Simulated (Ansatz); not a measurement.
# BF₃ + H₂: a complex and its separated parts, part 1 of 2

The complex below is one end of an elementary step. How strongly is it bound against its free parts?

Program: Ansatz 0.2.0, Gaussian basis. Level of theory: PBE0-D4/def2-TZVP structures, single points in def2-TZVPP, no counterpoise correction. These are calculated values, not measurements.

Levels: SPW92, PBE-D4, BLYP-D4, r2SCAN-D4, B97M-V, PBE0-D4, B3LYP-D4, r2SCAN0-D4, BHLYP-D4, CAM-B3LYP-D4, wB97X-V, wB97M-V, B2PLYP, PBE-QIDH, RPA on PBE, Hartree-Fock, MP2, CCSD, CCSD(T).

Cores are frozen in the correlated methods. B3LYP uses VWN-RPA correlation. B2PLYP carries no dispersion term here.

79 further runs of the same task are left out: 1 that didn't finish, 78 set aside as unsound or not needed.

### 1 Where the work starts

The complex: 6 atoms, charge 0, spin multiplicity 1.

Atoms are counted from 1 here; the program's logs count them from 0.

Bond lengths: B1–F3 1.311 Å, B1–F4 1.311 Å, B1–F6 1.312 Å, H2–H5 0.747 Å. Angles: F3–B1–F4 120.0°, F3–B1–F6 120.0°, F4–B1–F6 120.0°.

As a file:

```mol
BF3H2
  3D, bonds by distance, orders not assigned

  6  4  0  0  0  0  0  0  0  0999 V2000
   -0.5739   -0.6924    0.2270 B   0  0
    0.9971    1.4207   -0.7948 H   0  0
   -0.1270   -1.4239   -0.7655 F   0  0
   -1.6187    0.0809    0.0528 F   0  0
    1.3115    1.3650   -0.1193 H   0  0
    0.0110   -0.7503    1.3998 F   0  0
  1  3  8  0
  1  4  8  0
  1  6  8  0
  2  5  8  0
M  END
```

Its parts: BF₃ holds atoms 1, 3, 4, 6; H₂ holds atoms 2, 5. Each part counts its atoms afresh in its own runs.

### 2 Relaxing BF₃ alone

relax-a/in.yaml reads:

```yaml
crystal:
  periodic: [false, false, false]
  atoms:
    - {symbol: B, position_ang: [-0.573875, -0.692392, 0.227044]}
    - {symbol: F, position_ang: [-0.126956, -1.423886, -0.765468]}
    - {symbol: F, position_ang: [-1.618686, 0.080867, 0.052848]}
    - {symbol: F, position_ang: [0.011031, -0.750322, 1.399810]}
basis:
  gaussian: {orbitals: def2-TZVP}
hamiltonian: {xc: pbe0, dispersion: d4}
relax: {f_tol: 0.005, max_steps: 200}
```

On the command line:

```bash
> ansatz run in.yaml --threads 2 --pin off --events-out ev --progress --plain --max-ram 4352MiB
```

Output, shortened:

```text
Functional definition: PBE0
  name "PBE0"
  cite "Adamo & Barone, J. Chem. Phys. 110, 6158 (1999) doi:10.1063/1.478522"
  cite "Perdew, Burke & Ernzerhof, Phys. Rev. Lett. 77, 3865 (1996) doi:10.1103/PhysRevLett.77.3865"
  parent pbe
[...]
637 factors; their error is unknown
[...]
mean field -8827.09197716 eV, -324.3896469429 hartree, gradient 1.1e-5 eV, S^2 0.000000; 0 other end points of the search recorded, 0 dependent functions left out
[...]
reference -8827.09200042 eV, -324.3896477975 hartree; 16, 16 occupied and 108, 108 virtual orbitals, 637 factors
[...]
637 factors; their error is unknown
[...]
mean field -8827.09240382 eV, -324.3896626223 hartree, gradient 2.5e-5 eV, S^2 0.000000; 1 other end points of the search recorded, 0 dependent functions left out
[...]
reference -8827.09242708 eV, -324.3896634770 hartree; 16, 16 occupied and 108, 108 virtual orbitals, 637 factors
Total energy: -8827.12539881 eV, -324.3908751658 hartree
Atom 0 at    -0.577091    -0.696381     0.228515 Å, force    -0.000191    -0.001162     0.001789 eV/Å
Atom 1 at    -0.125875    -1.422438    -0.765624 Å, force     0.000523    -0.000318    -0.001515 eV/Å
Atom 2 at    -1.617351     0.082059     0.052552 Å, force    -0.000922     0.001139    -0.000722 eV/Å
Atom 3 at     0.011832    -0.748974     1.398790 Å, force     0.000589     0.000340     0.000448 eV/Å
Dipole moment:     0.000027     0.000068    -0.000076 e Å
```

It took 4.5 s on 2 threads of Arm Neoverse V1, shared host.

Relaxation path: (the energy doesn't fall at every step)

```tsv
step	energy from step 1 (eV)	largest force component (eV/Å)
1	0.0000	0.0864
2	0.0699	1.1307
3	-0.0004	0.0018
```

Close pairs (by a distance rule), those that changed most:

```tsv
bond	before (Å)	after (Å)	change (Å)
B1–F4	1.312	1.311	-0.001
B1–F3	1.311	1.311	-0.000
B1–F2	1.311	1.311	-0.000
```

### 3 Relaxing H₂ alone

relax-b/in.yaml reads:

```yaml
crystal:
  periodic: [false, false, false]
  atoms:
    - {symbol: H, position_ang: [0.997113, 1.420740, -0.794845]}
    - {symbol: H, position_ang: [1.311472, 1.364992, -0.119290]}
basis:
  gaussian: {orbitals: def2-TZVP}
hamiltonian: {xc: pbe0, dispersion: d4}
relax: {f_tol: 0.005, max_steps: 200}
```

On the command line:

```bash
> ansatz run in.yaml --threads 2 --pin off --events-out ev --progress --plain --max-ram 4352MiB
```

Output, shortened:

```text
[... 5 set-up lines as earlier in the session ...]
[...]
88 factors; their error is unknown
[...]
mean field -31.78863136 eV, -1.1682106552 hartree, gradient 1.7e-5 eV, S^2 0.000000; 0 other end points of the search recorded, 0 dependent functions left out
[...]
reference -31.78866860 eV, -1.1682120239 hartree; 1, 1 occupied and 11, 11 virtual orbitals, 88 factors
Total energy: -31.79027515 eV, -1.1682710635 hartree
Atom 0 at     0.997335     1.420701    -0.794368 Å, force     0.000402    -0.000071     0.000863 eV/Å
Atom 1 at     1.311250     1.365031    -0.119767 Å, force    -0.000402     0.000071    -0.000863 eV/Å
Dipole moment:     0.000000     0.000000     0.000000 e Å
```

It took 0.15 s on 2 threads of Arm Neoverse V1, shared host.

The steps of the relaxation:

```tsv
step	energy from step 1 (eV)	largest force component (eV/Å)
1	0.0000	0.0352
2	0.0000	0.0009
```

The bond:

```tsv
bond	before (Å)	after (Å)	change (Å)
H1–H2	0.747	0.746	-0.001
```

### 4 SPW92/def2-TZVPP

parta/in.yaml reads:

```yaml
crystal:
  periodic: [false, false, false]
  atoms:
    - {symbol: B, position_ang: [-0.577091, -0.696381, 0.228515]}
    - {symbol: F, position_ang: [-0.125875, -1.422438, -0.765624]}
    - {symbol: F, position_ang: [-1.617351, 0.082059, 0.052552]}
    - {symbol: F, position_ang: [0.011832, -0.748974, 1.398790]}
basis:
  gaussian: {orbitals: def2-TZVPP}
hamiltonian: {xc: lda}
```

partb/in.yaml reads:

```yaml
crystal:
  periodic: [false, false, false]
  atoms:
    - {symbol: H, position_ang: [0.997335, 1.420701, -0.794368]}
    - {symbol: H, position_ang: [1.311250, 1.365031, -0.119767]}
basis:
  gaussian: {orbitals: def2-TZVPP}
hamiltonian: {xc: lda}
```

One command serves all of them, each in its own folder.

On the command line:

```bash
> ansatz run in.yaml --threads 2 --pin off --events-out ev --progress --plain --max-ram 4352MiB
```

parta printed, shortened:

```text
Functional definition: SPW92
  name "SPW92"
  cite "Dirac, Proc. Camb. Phil. Soc. 26, 376 (1930) doi:10.1017/S0305004100016108"
  cite "Slater, Phys. Rev. 81, 385 (1951) doi:10.1103/PhysRev.81.385"
  cite "Perdew & Wang, Phys. Rev. B 45, 13244 (1992) doi:10.1103/PhysRevB.45.13244"
[...]
637 factors; their error is unknown
[...]
mean field -8776.73664877 eV, -322.5391227566 hartree, gradient 5.3e-5 eV, S^2 0.000000; 0 other end points of the search recorded, 0 dependent functions left out
reference -8776.73668011 eV, -322.5391239083 hartree; 16, 16 occupied and 108, 108 virtual orbitals, 637 factors
Total energy: -8776.73668011 eV, -322.5391239083 hartree
```

partb printed, shortened:

```text
[... 5 set-up lines as earlier in the session ...]
[...]
118 factors; their error is unknown
[...]
mean field -30.93528134 eV, -1.1368506206 hartree, gradient 4.4e-5 eV, S^2 0.000000; 0 other end points of the search recorded, 0 dependent functions left out
reference -30.93530202 eV, -1.1368513805 hartree; 1, 1 occupied and 27, 27 virtual orbitals, 118 factors
Total energy: -30.93530202 eV, -1.1368513805 hartree
```

Wall times: 0.45 s (parta), 0.1 s (partb) on 2 threads of Arm Neoverse V1, shared host.

### 5 PBE-D4/def2-TZVPP

The same edit goes into each in.yaml of step 4 (parta, partb):

```diff
-hamiltonian: {xc: lda}
+hamiltonian: {xc: pbe, dispersion: d4}
```

One command serves all of them, each in its own folder.

On the command line:

```bash
> ansatz run in.yaml --threads 2 --pin off --events-out ev --progress --plain --max-ram 4352MiB
```

Output in parta, shortened:

```text
Functional definition: PBE
  name "PBE"
[... 2 set-up lines as earlier in the session ...]
[...]
637 factors; their error is unknown
[...]
mean field -8826.96039921 eV, -324.3848115424 hartree, gradient 5.3e-5 eV, S^2 0.000000; 0 other end points of the search recorded, 0 dependent functions left out
reference -8826.96043372 eV, -324.3848128104 hartree; 16, 16 occupied and 108, 108 virtual orbitals, 637 factors
Total energy: -8827.00093854 eV, -324.3863013353 hartree
```

Log of partb, shortened:

```text
[... 4 set-up lines as earlier in the session ...]
[...]
118 factors; their error is unknown
[...]
mean field -31.73221853 eV, -1.1661375222 hartree, gradient 3.1e-5 eV, S^2 0.000000; 0 other end points of the search recorded, 0 dependent functions left out
reference -31.73224021 eV, -1.1661383188 hartree; 1, 1 occupied and 27, 27 virtual orbitals, 118 factors
Total energy: -31.73425942 eV, -1.1662125236 hartree
```

They took 0.7 s (parta), 0.1 s (partb) on 2 threads of Arm Neoverse V1, shared host.

### 6 BLYP-D4/def2-TZVPP

The same edit goes into each in.yaml of step 5 (parta, partb):

```diff
-hamiltonian: {xc: pbe, dispersion: d4}
+hamiltonian: {xc: {name: BLYP}, dispersion: d4}
```

Each run has its own folder and the same command.

On the command line:

```bash
> ansatz run in.yaml --threads 2 --pin off --events-out ev --progress --plain --max-ram 4352MiB
```

Log of parta, shortened:

```text
Functional definition: BLYP
  name "BLYP"
  cite "Becke, Phys. Rev. A 38, 3098 (1988) doi:10.1103/PhysRevA.38.3098"
  cite "Lee, Yang & Parr, Phys. Rev. B 37, 785 (1988) doi:10.1103/PhysRevB.37.785"
[...]
637 factors; their error is unknown
[...]
mean field -8835.00644635 eV, -324.6804983209 hartree, gradient 5.2e-5 eV, S^2 0.000000; 0 other end points of the search recorded, 0 dependent functions left out
reference -8835.00670222 eV, -324.6805077241 hartree; 16, 16 occupied and 108, 108 virtual orbitals, 637 factors
Total energy: -8835.10211108 eV, -324.6840139351 hartree
```

Log of partb, shortened:

```text
[... 4 set-up lines as earlier in the session ...]
[...]
118 factors; their error is unknown
[...]
mean field -31.82604614 eV, -1.1695856232 hartree, gradient 8.3e-5 eV, S^2 0.000000; 0 other end points of the search recorded, 0 dependent functions left out
reference -31.82623856 eV, -1.1695926946 hartree; 1, 1 occupied and 27, 27 virtual orbitals, 118 factors
Total energy: -31.83113644 eV, -1.1697726882 hartree
```

Times: 0.75 s (parta), 0.1 s (partb) on 2 threads of Arm Neoverse V1, shared host.

### 7 r2SCAN-D4/def2-TZVPP

The same edit goes into each in.yaml of step 6 (parta, partb):

```diff
-hamiltonian: {xc: {name: BLYP}, dispersion: d4}
+hamiltonian: {xc: r2scan, dispersion: d4}
```

Each run has its own folder and the same command.

On the command line:

```bash
> ansatz run in.yaml --threads 2 --pin off --events-out ev --progress --plain --max-ram 4352MiB
```

parta printed, shortened:

```text
Functional definition: r2SCAN
  name "r2SCAN"
  cite "Furness, Kaplan, Ning, Perdew & Sun, J. Phys. Chem. Lett. 11, 8208 (2020) doi:10.1021/acs.jpclett.0c02405"
  cite "Furness, Kaplan, Ning, Perdew & Sun, J. Phys. Chem. Lett. 11, 9248 (2020) doi:10.1021/acs.jpclett.0c03077"
  parent r2scan
[...]
637 factors; their error is unknown
[...]
mean field -8832.07220113 eV, -324.5726667981 hartree, gradient 2.6e-5 eV, S^2 0.000000; 0 other end points of the search recorded, 0 dependent functions left out
reference -8832.07221086 eV, -324.5726671555 hartree; 16, 16 occupied and 108, 108 virtual orbitals, 637 factors
Total energy: -8832.08147672 eV, -324.5730076694 hartree
```

Output in partb, shortened:

```text
[... 5 set-up lines as earlier in the session ...]
[...]
118 factors; their error is unknown
[...]
mean field -31.87205302 eV, -1.1712763447 hartree, gradient 4.1e-5 eV, S^2 0.000000; 0 other end points of the search recorded, 0 dependent functions left out
reference -31.87205963 eV, -1.1712765879 hartree; 1, 1 occupied and 27, 27 virtual orbitals, 118 factors
Total energy: -31.87256101 eV, -1.1712950133 hartree
```

They took 1.6 s (parta), 0.35 s (partb) on 2 threads of Arm Neoverse V1, shared host.

### 8 B97M-V/def2-TZVPP

Each input of step 7 (parta, partb) changes in the same lines:

```diff
-hamiltonian: {xc: r2scan, dispersion: d4}
+hamiltonian: {xc: {name: B97M-V}}
```

Each run has its own folder and the same command.

On the command line:

```bash
> ansatz run in.yaml --threads 2 --pin off --events-out ev --progress --plain --max-ram 4352MiB
```

parta printed, shortened:

```text
Functional definition: B97M-V
  name "B97M-V"
  cite "Mardirossian & Head-Gordon, J. Chem. Phys. 142, 074111 (2015) doi:10.1063/1.4907719"
  cite "Becke, J. Chem. Phys. 107, 8554 (1997) doi:10.1063/1.475007"
  cite "Vydrov & Van Voorhis, J. Chem. Phys. 133, 244103 (2010) doi:10.1063/1.3521275"
  # Of w^i u^j: cxij and so on, Table III.
[...]
  gx(w, u) = cx00 + cx01*u + cx02*u^2 + (cx10 + cx11*u)*w
[...]
  gos(w, u) = cos00 + cos01*u + cos03*u^3 + cos10*w + cos32*w^3*u^2
[...]
      + integral(e_c_pw_mod_opposite_spin*gos(b97_w_opposite, b97_u_opposite)) + vv10(b, c)
637 factors; their error is unknown
[...]
mean field -8833.17467488 eV, -324.6131819610 hartree, gradient 2.8e-5 eV, S^2 0.000000; 0 other end points of the search recorded, 0 dependent functions left out
reference -8833.17472317 eV, -324.6131837357 hartree; 16, 16 occupied and 108, 108 virtual orbitals, 637 factors
Total energy: -8833.17472317 eV, -324.6131837357 hartree
```

Log of partb, shortened:

```text
[... 5 set-up lines as earlier in the session ...]
  # Of w^i u^j: cxij and so on, Table III.
[...]
  gx(w, u) = cx00 + cx01*u + cx02*u^2 + (cx10 + cx11*u)*w
  gss(w, u) = css00 + css02*u^2 + css10*w + (css32*w^3 + css42*w^4)*u^2
  gos(w, u) = cos00 + cos01*u + cos03*u^3 + cos10*w + cos32*w^3*u^2
[...]
      + integral(e_c_pw_mod_opposite_spin*gos(b97_w_opposite, b97_u_opposite)) + vv10(b, c)
118 factors; their error is unknown
[...]
mean field -31.90529921 eV, -1.1724981196 hartree, gradient 8.2e-6 eV, S^2 0.000000; 0 other end points of the search recorded, 0 dependent functions left out
reference -31.90532889 eV, -1.1724992104 hartree; 1, 1 occupied and 27, 27 virtual orbitals, 118 factors
Total energy: -31.90532889 eV, -1.1724992104 hartree
```

They took 2.8 s (parta), 0.2 s (partb) on 2 threads of Arm Neoverse V1, shared host.

### 9 PBE0-D4/def2-TZVPP

The same edit goes into each in.yaml of step 8 (parta, partb):

```diff
-hamiltonian: {xc: {name: B97M-V}}
+hamiltonian: {xc: pbe0, dispersion: d4}
+output: {orbitals: {seedname: orbitals}}
```

The same command starts each run, in its folder.

On the command line:

```bash
> ansatz run in.yaml --threads 2 --pin off --events-out ev --progress --plain --max-ram 4352MiB
```

Output in parta, shortened:

```text
[... 5 set-up lines as earlier in the session ...]
[...]
637 factors; their error is unknown
[...]
mean field -8827.09240389 eV, -324.3896626250 hartree, gradient 8.6e-5 eV, S^2 0.000000; 0 other end points of the search recorded, 0 dependent functions left out
reference -8827.09242715 eV, -324.3896634796 hartree; 16, 16 occupied and 108, 108 virtual orbitals, 637 factors
Total energy: -8827.12539888 eV, -324.3908751685 hartree
```

Output in partb, shortened:

```text
[... 5 set-up lines as earlier in the session ...]
[...]
118 factors; their error is unknown
[...]
mean field -31.79610814 eV, -1.1684854220 hartree, gradient 5.5e-5 eV, S^2 0.000000; 0 other end points of the search recorded, 0 dependent functions left out
reference -31.79612413 eV, -1.1684860097 hartree; 1, 1 occupied and 27, 27 virtual orbitals, 118 factors
Total energy: -31.79773068 eV, -1.1685450492 hartree
```

Wall times: 0.85 s (parta), 0.1 s (partb) on 2 threads of Arm Neoverse V1, shared host.

### 10 B3LYP-D4/def2-TZVPP

The same edit goes into each in.yaml of step 9 (parta, partb):

```diff
-hamiltonian: {xc: pbe0, dispersion: d4}
-output: {orbitals: {seedname: orbitals}}
+hamiltonian: {xc: {name: B3LYP}, dispersion: d4}
```

The same command starts each run, in its folder.

On the command line:

```bash
> ansatz run in.yaml --threads 2 --pin off --events-out ev --progress --plain --max-ram 4352MiB
```

Log of parta, shortened:

```text
Functional definition: B3LYP
  name "B3LYP"
  cite "Stephens, Devlin, Chabalowski & Frisch, J. Phys. Chem. 98, 11623 (1994) doi:10.1021/j100096a001"
[... 2 set-up lines as earlier in the session ...]
  cite "Vosko, Wilk & Nusair, Can. J. Phys. 58, 1200 (1980) doi:10.1139/p80-159"
[...]
637 factors; their error is unknown
[...]
mean field -8835.92070465 eV, -324.7140966938 hartree, gradient 6.4e-5 eV, S^2 0.000000; 0 other end points of the search recorded, 0 dependent functions left out
reference -8835.92088800 eV, -324.7141034318 hartree; 16, 16 occupied and 108, 108 virtual orbitals, 637 factors
Total energy: -8835.98643945 eV, -324.7165124031 hartree
```

Log of partb, shortened:

```text
[... 6 set-up lines as earlier in the session ...]
[...]
118 factors; their error is unknown
[...]
mean field -32.10923012 eV, -1.1799924426 hartree, gradient 4.6e-5 eV, S^2 0.000000; 0 other end points of the search recorded, 0 dependent functions left out
reference -32.10937222 eV, -1.1799976647 hartree; 1, 1 occupied and 27, 27 virtual orbitals, 118 factors
Total energy: -32.11252330 eV, -1.1801134646 hartree
```

Wall times: 0.9 s (parta), 0.1 s (partb) on 2 threads of Arm Neoverse V1, shared host.

### 11 r2SCAN0-D4/def2-TZVPP

The same edit goes into each in.yaml of step 10 (parta, partb):

```diff
-hamiltonian: {xc: {name: B3LYP}, dispersion: d4}
+hamiltonian: {xc: {name: r2SCAN0}, dispersion: d4}
```

One command serves all of them, each in its own folder.

On the command line:

```bash
> ansatz run in.yaml --threads 2 --pin off --events-out ev --progress --plain --max-ram 4352MiB
```

parta printed, shortened:

```text
Functional definition: r2SCAN0
  name "r2SCAN0"
  cite "Bursch, Neugebauer, Ehlert & Grimme, J. Chem. Phys. 156, 134105 (2022) doi:10.1063/5.0086040"
[... 3 set-up lines as earlier in the session ...]
[...]
637 factors; their error is unknown
[...]
mean field -8830.98918766 eV, -324.5328667872 hartree, gradient 2.0e-5 eV, S^2 0.000000; 0 other end points of the search recorded, 0 dependent functions left out
reference -8830.98919467 eV, -324.5328670448 hartree; 16, 16 occupied and 108, 108 virtual orbitals, 637 factors
Total energy: -8830.99981303 eV, -324.5332572622 hartree
```

partb printed, shortened:

```text
[... 6 set-up lines as earlier in the session ...]
[...]
118 factors; their error is unknown
[...]
mean field -31.85187384 eV, -1.1705347737 hartree, gradient 1.4e-5 eV, S^2 0.000000; 0 other end points of the search recorded, 0 dependent functions left out
reference -31.85187897 eV, -1.1705349621 hartree; 1, 1 occupied and 27, 27 virtual orbitals, 118 factors
Total energy: -31.85242034 eV, -1.1705548572 hartree
```

Wall times: 1.8 s (parta), 0.35 s (partb) on 2 threads of Arm Neoverse V1, shared host.

### 12 BHLYP-D4/def2-TZVPP

The same edit goes into each in.yaml of step 11 (parta, partb):

```diff
-hamiltonian: {xc: {name: r2SCAN0}, dispersion: d4}
+hamiltonian: {xc: {name: BHLYP}, dispersion: d4}
```

Each run has its own folder and the same command.

On the command line:

```bash
> ansatz run in.yaml --threads 2 --pin off --events-out ev --progress --plain --max-ram 4352MiB
```

Output in parta, shortened:

```text
Functional definition: BHLYP
  name "BHLYP"
  cite "Becke, J. Chem. Phys. 98, 1372 (1993) doi:10.1063/1.464304"
[... 2 set-up lines as earlier in the session ...]
[...]
734 factors; their error is unknown
[...]
mean field -8832.73361504 eV, -324.5969733107 hartree, gradient 2.2e-5 eV, S^2 0.000000; 0 other end points of the search recorded, 0 dependent functions left out
reference -8832.73373007 eV, -324.5969775379 hartree; 16, 16 occupied and 108, 108 virtual orbitals, 734 factors
Total energy: -8832.77725704 eV, -324.5985771248 hartree
```

Output in partb, shortened:

```text
[... 5 set-up lines as earlier in the session ...]
[...]
118 factors; their error is unknown
[...]
mean field -31.83806117 eV, -1.1700271674 hartree, gradient 5.6e-5 eV, S^2 0.000000; 0 other end points of the search recorded, 0 dependent functions left out
reference -31.83815673 eV, -1.1700306792 hartree; 1, 1 occupied and 27, 27 virtual orbitals, 118 factors
Total energy: -31.83990032 eV, -1.1700947547 hartree
```

They took 0.95 s (parta), 0.1 s (partb) on 2 threads of Arm Neoverse V1, shared host.

### 13 CAM-B3LYP-D4/def2-TZVPP

Each input of step 12 (parta, partb) changes in the same lines:

```diff
-hamiltonian: {xc: {name: BHLYP}, dispersion: d4}
+hamiltonian: {xc: {name: CAM-B3LYP}, dispersion: d4}
```

The same command starts each run, in its folder.

On the command line:

```bash
> ansatz run in.yaml --threads 2 --pin off --events-out ev --progress --plain --max-ram 4352MiB
```

Log of parta, shortened:

```text
Functional definition: CAM-B3LYP
  name "CAM-B3LYP"
  cite "Yanai, Tew & Handy, Chem. Phys. Lett. 393, 51 (2004) doi:10.1016/j.cplett.2004.06.011"
  cite "Iikura, Tsuneda, Yanai & Hirao, J. Chem. Phys. 115, 3540 (2001) doi:10.1063/1.1383587"
[... 2 set-up lines as earlier in the session ...]
[...]
  # Exact exchange under (alpha + beta erf(omega r))/r, Becke's under what is left of 1/r.
[...]
637 factors; their error is unknown
132 factors; integrals over basis functions are off by at most 1.3e-5 eV
[...]
mean field -8833.72984157 eV, -324.6335839607 hartree, gradient 1.3e-5 eV, S^2 0.000000; 0 other end points of the search recorded, 0 dependent functions left out
reference -8833.72993104 eV, -324.6335872486 hartree; 16, 16 occupied and 108, 108 virtual orbitals, 637 factors
Total energy: -8833.76230042 eV, -324.6347768015 hartree
```

Log of partb, shortened:

```text
[... 6 set-up lines as earlier in the session ...]
[...]
  # Exact exchange under (alpha + beta erf(omega r))/r, Becke's under what is left of 1/r.
[...]
118 factors; their error is unknown
42 factors; integrals over basis functions are off by at most 6.3e-5 eV
[...]
mean field -31.88030472 eV, -1.1715795891 hartree, gradient 6.4e-5 eV, S^2 0.000000; 0 other end points of the search recorded, 0 dependent functions left out
reference -31.88037465 eV, -1.1715821592 hartree; 1, 1 occupied and 27, 27 virtual orbitals, 118 factors
Total energy: -31.88188805 eV, -1.1716377754 hartree
```

Times: 0.95 s (parta), 0.15 s (partb) on 2 threads of Arm Neoverse V1, shared host.

(Continued in part 2 of 2.)
